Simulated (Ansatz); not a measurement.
# C₂H₅FO₂Si: up Jacob's ladder to CCSD(T)

One table from this session's results is given with a row withheld; the runs are named, their logs left out.

Method: functionals in def2-TZVPP, the program's frozen cores in correlated methods; program: Ansatz 0.2.0, Gaussian basis.

Levels to be run: PBE-D4, r2SCAN-D4, PBE0-D4, B3LYP-D4, ωB97X-V, ωB97M-V, B2PLYP; CCSD(T)/def2-TZVPP; MP2/def2-QZVPP; extrapolation to the limit.

## Structure used throughout

An earlier PBE0-D4 in a triple-zeta def2 set relaxation fixed the geometry.

SMILES `O[Si@@H]1C[C@@H](F)O1`, 11 atoms, charge 0, spin multiplicity 1.

Atoms are counted from 1 here; the program's logs count them from 0.

Bond lengths: O1–Si2 1.629 Å, O1–H7 0.959 Å, Si2–C3 1.870 Å, Si2–O6 1.678 Å, Si2–H8 1.476 Å, C3–C4 1.537 Å, C3–H9 1.090 Å, C3–H10 1.088 Å, C4–F5 1.371 Å, C4–O6 1.409 Å, C4–H11 1.094 Å. Angles: Si2–O1–H7 118.8°, O1–Si2–C3 120.9°, O1–Si2–O6 114.4°, O1–Si2–H8 104.0°, C3–Si2–O6 80.4°, C3–Si2–H8 120.7°, O6–Si2–H8 115.4°, Si2–C3–C4 82.7°, Si2–C3–H9 116.0°, Si2–C3–H10 120.2°, C4–C3–H9 113.0°, C4–C3–H10 113.0°, H9–C3–H10 109.5°, C3–C4–F5 111.0°, C3–C4–O6 102.3°, C3–C4–H11 117.0°, F5–C4–O6 109.3°, F5–C4–H11 106.7° and more.

Geometry (Å):

```
O    -0.52548   -2.05841   -1.06442
Si    0.02041   -0.52704   -0.95519
C     0.82489    0.09667    0.61401
C    -0.36989    1.06295    0.61045
F     0.03714    2.34667    0.35173
O    -1.13558    0.58917   -0.47308
H    -1.04493   -2.41556   -0.34220
H     0.63811   -0.27218   -2.27135
H     0.81467   -0.58937    1.46136
H     1.78464    0.60778    0.57100
H    -0.97868    1.10222    1.51809
```

The first run:

File in.yaml:

```yaml
crystal:
  periodic: [false, false, false]
  atoms:
    - {symbol: O, position_ang: [-0.525485, -2.058405, -1.064422]}
    - {symbol: Si, position_ang: [0.020413, -0.527039, -0.955193]}
    - {symbol: C, position_ang: [0.824888, 0.096666, 0.614008]}
    - {symbol: C, position_ang: [-0.369890, 1.062945, 0.610453]}
    - {symbol: F, position_ang: [0.037135, 2.346672, 0.351729]}
    - {symbol: O, position_ang: [-1.135575, 0.589173, -0.473080]}
    - {symbol: H, position_ang: [-1.044931, -2.415559, -0.342196]}
    - {symbol: H, position_ang: [0.638112, -0.272177, -2.271346]}
    - {symbol: H, position_ang: [0.814672, -0.589372, 1.461357]}
    - {symbol: H, position_ang: [1.784644, 0.607779, 0.571003]}
    - {symbol: H, position_ang: [-0.978683, 1.102218, 1.518088]}
basis:
  gaussian: {orbitals: def2-TZVPP}
hamiltonian: {xc: pbe, dispersion: d4}
output: {forces: true, orbitals: {seedname: orbitals}}
```

Command:

```sh
$ ansatz run in.yaml --threads 4 --pin off --events-out ev --progress --plain --max-ram 10444MiB
```

Among the steps run: PBE-D4 (GGA); r2SCAN-D4 (meta-GGA); PBE0-D4 (hybrid); B3LYP-D4 (hybrid); ωB97X-V (range-separated); ωB97M-V (range-separated); B2PLYP (double hybrid); CCSD(T) in def2-TZVPP; MP2 in def2-QZVPP.

One of the session's tables, all rows but one given; the rest of the session is left out.

| method | atomisation energy (eV) |
| --- | --- |
| PBE-D4 | 47.324 |
| r2SCAN-D4 | 46.405 |
| PBE0-D4 | 46.197 |
| B3LYP-D4 | 45.958 |
| ωB97X-V | 46.426 |
| ωB97M-V | 46.439 |
| B2PLYP | 45.675 |
| HF/def2-TZVPP | 32.782 |
| MP2/def2-TZVPP | 46.333 |
| CCSD/def2-TZVPP | 44.207 |
| CCSD(T)/def2-TZVPP | 44.996 |
| MP2/CBS | 47.669 |
| CCSD(T)/CBS | ? |

Q: Estimate the row for CCSD(T)/CBS from the others.

**Answer.** atomisation energy (eV): 46.332. In the column «atomisation energy (eV)» it lies between PBE0-D4 (46.197) and MP2/def2-TZVPP (46.333).

Among the levels timed on like hardware and quicker than the yardstick, those that no quicker one beats, quickest first: PBE-D4 (2.9 s, +0.992 eV); PBE0-D4 (3.1 s, -0.135 eV); r2SCAN-D4 (5.5 s, +0.073 eV).

B2PLYP carry no dispersion term (for B3LYP, D4 adds 0.375 eV).
